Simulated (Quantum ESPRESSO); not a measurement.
Runs of Quantum ESPRESSO 7.5 on WS2. It takes space group P6_3/mmc (No. 194, hexagonal). The conventional cell has a = 3.180 Å, b = 3.180 Å, c = 12.500 Å, α = 90.00°, β = 90.00°, γ = 120.00°. W (site symmetry -6m2) has 6 S at 2.45 Å as nearest neighbours. S (site symmetry 3m) is surrounded by 3 W at 2.45 Å. 

```csv
level,form of the LDA correlation,gap on the mesh (eV),pressure (GPa),moment (μB),largest force (eV/Å)
PW91+U,-,1.16,-3.1,0.00,1.01
PBEsol+U,-,1.13,(c),0.00,1.24
RPBE+U,-,1.21,-1.1,0.00,1.02
revPBE+U,-,(b),-1.8,0.00,(a)
LDA+U,PZ81,1.10,-10.0,0.00,1.31
```

Alike in all rows: task single point; potentials or basis PseudoDojo 0.4.1 SR PBE standard; spin collinear, ferromagnetic start; W d U = 3 eV; cell as given; k mesh 7 × 7 × 2; cutoff (eV) 1007; smearing gaussian 0.05 eV.

Estimate the missing entries.

(a) 1.03; (b) 1.20; (c) -8.0.

Caveats: the potentials were made for another functional, which shifts forces and pressure; spin-orbit coupling is left out, which moves the levels of the heavy elements; an odd mesh through Γ misses points on the zone boundary, where band edges often lie; this functional lacks dispersion, which binds the layers, so the pressure and a relaxed spacing across them are unreliable (some runs).

A k mesh can miss the band edges, and the runs leave out spin-orbit coupling on W.

Runs at the PBE level aren't shown here.
